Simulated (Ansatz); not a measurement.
ScZn, space group Pm-3m: cell relaxations under several functionals, run with Ansatz 0.2.0 through its Python package.

`sczn.vasp`
```text
ScZn
1.0
   3.35000000    0.00000000    0.00000000
   0.00000000    3.35000000    0.00000000
   0.00000000    0.00000000    3.35000000
Sc Zn
1 1
Direct
   0.00000000    0.00000000    0.00000000
   0.50000000    0.50000000    0.50000000
```

The script, `lattice_sczn.py`:
```python
import ansatz as az
from ase.io import read
import numpy as np

def edges_and_angles(cell):
    cell = np.asarray(cell)
    a, b, c = np.linalg.norm(cell, axis=1)
    cosines = cell[1] @ cell[2] / (b * c), cell[0] @ cell[2] / (a * c), cell[0] @ cell[1] / (a * b)
    return (a, b, c, *np.degrees(np.arccos(cosines)))


def main() -> None:
    atoms = read("sczn.vasp", format="vasp")
    xtal = az.Crystal.from_ase(atoms)

    calc = (
        xtal.calculation()
        .basis(470)
        .kpoints(8, 8, 8)
        .occupations("fermi_dirac", width=0.05)
        .scf(max_iterations=70)
        .relax(cell=True, force_tolerance=0.02, max_steps=30)
    )

    levels = [("blyp", "d3bj"), ("lda", "none"), ("pbesol", "none")]
    print("level            a       b       c    alpha   beta  gamma  V/atom  steps")
    for name, dispersion in levels:
        seen = []
        run = calc.functional(name, dispersion=dispersion).session().plan()
        res = run.execute(on_event=lambda e: seen.append(e) if e["event"] == "relax_step" else None)
        cell = res.lattice.cell_ang
        label = name if dispersion == "none" else f"{name}+{dispersion}"
        print("{:13s} {:7.4f} {:7.4f} {:7.4f} {:6.2f} {:6.2f} {:6.2f}".format(label, *edges_and_angles(cell)), f"{abs(np.linalg.det(cell)) / len(res.lattice.sites):7.3f} {len(seen):5d}")


if __name__ == "__main__":
    main()
```

Rank the levels of theory by the volume of the relaxed cell.

From smallest to largest: LDA (17.28 Å³ an atom, -8.1 % against the start), BLYP+D3BJ (17.41 Å³ an atom, -7.4 % against the start) and PBEsol (17.99 Å³ an atom, -4.3 % against the start). The spread is 4.2 % in volume.

The run itself:

Output of `python lattice_sczn.py`:
```text
level            a       b       c    alpha   beta  gamma  V/atom  steps
blyp+d3bj      3.2652  3.2652  3.2652  90.00  90.00  90.00  17.406     5
lda            3.2571  3.2571  3.2571  90.00  90.00  90.00  17.276     5
pbesol         3.3015  3.3015  3.3015  90.00  90.00  90.00  17.994     5
```

Reading the output:
- No spin polarisation was allowed.
- Forces vanish by symmetry, so the ions can't move, and the end may be a saddle.
- BLYP and dispersion corrections can be off by several per cent in the lattices of metals, and by several GPa in the pressure at a fixed cell.
- For a metal this k-point mesh is coarse: on a finer one energies can move by several to tens of meV an atom and pressures by half a GPa or more, differences at one mesh by less.
- The starting cell is as deposited in a crystallographic database; the results hold for this polymorph, which needn't be the stable one.
- Hardware and time: 11 s on 1 thread of Intel(R) Xeon(R) 6975P-C (Granite Rapids), with other jobs on the host, peak memory 0.51 GiB.
